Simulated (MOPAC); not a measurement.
# SnSiH6 (SMILES [SiH3][SnH3]) at PM6-D3

We compute a structure relaxation of SnSiH6. 

Program for the calculation: MOPAC 23.2.5.

11 further runs of the same task are left out: 11 set aside as unsound or not needed.

**1. Starting point**

SnSiH6 has 8 atoms, charge 0, and is taken as a singlet. As SMILES, `[SiH3][SnH3]`. All atoms were displaced at random from a relaxed shape. The run starts from this shape.

Bond lengths: Si1–Sn2 2.550 Å, Si1–H3 1.508 Å, Si1–H4 1.475 Å, Si1–H5 1.490 Å, Sn2–H6 1.715 Å, Sn2–H7 1.722 Å, Sn2–H8 1.688 Å. Some angles: Si1–Sn2–H6 110.7°, Si1–Sn2–H7 110.6°, Si1–Sn2–H8 111.4°, Sn2–Si1–H3 110.7°, Sn2–Si1–H4 111.1°, Sn2–Si1–H5 110.9°, H6–Sn2–H7 107.6°, H6–Sn2–H8 108.2°, H7–Sn2–H8 108.1°, H3–Si1–H4 108.2°.

**2. A structure relaxation at PM6-D3**

The input, h6sisn.mop:

```
SINGLET GNORM=0.05 PRECISE DISP BONDS CYCLES=300 PM6-D3 THREADS=1 AUX(PRECISION=6)
H6SiSn

Si    -0.615499 +1     0.108749 +1    -1.145565 +1
Sn     0.600943 +1    -0.140643 +1     1.081992 +1
H     -2.087595 +1     0.346751 +1    -0.924145 +1
H     -0.464703 +1    -1.103683 +1    -1.971645 +1
H     -0.077363 +1     1.263756 +1    -1.918748 +1
H      0.452737 +1     1.289280 +1     2.017541 +1
H      2.279965 +1    -0.424356 +1     0.825933 +1
H     -0.017621 +1    -1.427633 +1     1.982252 +1
```

Command:

```
$ mopac h6sisn.mop
```

Q: Predict the results. Wanted: total energy at the end; dipole moment; HOMO energy; LUMO energy; HOMO–LUMO gap; dispersion energy; heat of formation.

**Answer.** As computed:

Level: PM6-D3.

```
               quantity          value
total energy at the end    -8.33021 Eh
          dipole moment         0.41 D
            HOMO energy       -9.38 eV
            LUMO energy        0.03 eV
          HOMO–LUMO gap        9.42 eV
      dispersion energy   -4.02 kJ/mol
      heat of formation  44.2 kcal/mol
```

What this shows: At the final geometry: Bond lengths: Si1–Sn2 2.638 Å, Si1–H3 1.495 Å, Si1–H4 1.495 Å, Si1–H5 1.495 Å, Sn2–H6 1.705 Å, Sn2–H7 1.705 Å, Sn2–H8 1.705 Å. Some angles: Si1–Sn2–H6 110.3°, Si1–Sn2–H7 110.2°, Si1–Sn2–H8 110.3°, Sn2–Si1–H3 109.7°, Sn2–Si1–H4 109.7°, Sn2–Si1–H5 109.7°, H6–Sn2–H7 108.6°, H6–Sn2–H8 108.7°, H7–Sn2–H8 108.7°, H3–Si1–H4 109.2°. The optimisation took 20 steps and changed the energy by -0.061 eV.
